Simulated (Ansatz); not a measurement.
# BH₅N₂S: how energies converge with the basis set

The task here is to estimate one member of a computed series from the others.

The runs use Ansatz 0.2.0, Gaussian basis; one geometry, several basis sets.

Plan: PBE0-D4/def2-SVP; ωB97M-V/def2-SVP; PBE0-D4/def2-QZVPP; ωB97M-V/def2-QZVPP; the functionals' def2-TZVPP values are taken from earlier runs.

## The relaxed structure

An earlier PBE0-D4 in a triple-zeta def2 set relaxation fixed the geometry.

SMILES `NB(N)S`, 9 atoms, charge 0, spin multiplicity 1.

Atoms are counted from 1 here; the program's logs count them from 0.

Bond lengths: N1–B2 1.411 Å, N1–H5 1.004 Å, N1–H6 1.002 Å, B2–N3 1.411 Å, B2–S4 1.844 Å, N3–H7 1.003 Å, N3–H8 1.004 Å, S4–H9 1.340 Å. Angles: B2–N1–H5 122.9°, B2–N1–H6 123.2°, H5–N1–H6 113.8°, N1–B2–N3 122.3°, N1–B2–S4 121.3°, N3–B2–S4 116.4°, B2–N3–H7 122.8°, B2–N3–H8 123.3°, H7–N3–H8 113.9°, B2–S4–H9 97.0°.

Coordinates:

```mol
BH5N2S
  3D, bonds by distance, orders not assigned

  9  8  0  0  0  0  0  0  0  0999 V2000
    0.0431    1.0563   -0.6364 N   0  0
   -0.0276   -0.1183    0.1422 B   0  0
    0.8007   -1.2344   -0.0990 N   0  0
   -1.2088   -0.2629    1.5514 S   0  0
    0.6534    1.1491   -1.4288 H   0  0
   -0.4540    1.8963   -0.4093 H   0  0
    0.6973   -2.1035    0.3906 H   0  0
    1.5434   -1.2342   -0.7744 H   0  0
   -1.9589    0.8052    1.2463 H   0  0
  1  2  8  0
  2  3  8  0
  2  4  8  0
  1  5  8  0
  1  6  8  0
  3  7  8  0
  3  8  8  0
  4  9  8  0
M  END
```

The first run:

Contents of in.yaml:

```yaml
crystal:
  periodic: [false, false, false]
  atoms:
    - {symbol: N, position_ang: [0.043110, 1.056336, -0.636372]}
    - {symbol: B, position_ang: [-0.027552, -0.118324, 0.142199]}
    - {symbol: N, position_ang: [0.800700, -1.234397, -0.098977]}
    - {symbol: S, position_ang: [-1.208795, -0.262919, 1.551415]}
    - {symbol: H, position_ang: [0.653353, 1.149107, -1.428805]}
    - {symbol: H, position_ang: [-0.454041, 1.896263, -0.409277]}
    - {symbol: H, position_ang: [0.697311, -2.103477, 0.390626]}
    - {symbol: H, position_ang: [1.543356, -1.234220, -0.774411]}
    - {symbol: H, position_ang: [-1.958942, 0.805233, 1.246299]}
basis:
  gaussian: {orbitals: def2-SVP}
hamiltonian: {xc: pbe0, dispersion: d4}
output: {orbitals: {seedname: orbitals}}
```

Among the steps run: PBE0-D4 in def2-SVP; ωB97M-V in def2-SVP; PBE0-D4 in def2-QZVPP; ωB97M-V in def2-QZVPP.

One of the session's tables, all rows but one given; the rest of the session is left out.

It belongs to the step «Functionals by basis». 

| functional | basis | HOMO (eV) | LUMO (eV) |
| --- | --- | --- | --- |
| PBE0-D4 | def2-SVP | -6.55 | 1.17 |
| PBE0-D4 | def2-TZVPP | -6.84 | 0.50 |
| PBE0-D4 | def2-QZVPP | -6.89 | 0.22 |
| ωB97M-V | def2-SVP | -8.74 | 2.95 |
| ωB97M-V | def2-TZVPP | ? | ? |
| ωB97M-V | def2-QZVPP | -9.11 | 1.50 |

Estimate the missing values for ωB97M-V, def2-TZVPP.

**Answer.** HOMO (eV): -9.05; LUMO (eV): 1.95. In the column «HOMO (eV)» it lies between ωB97M-V, def2-QZVPP (-9.11) and ωB97M-V, def2-SVP (-8.74).
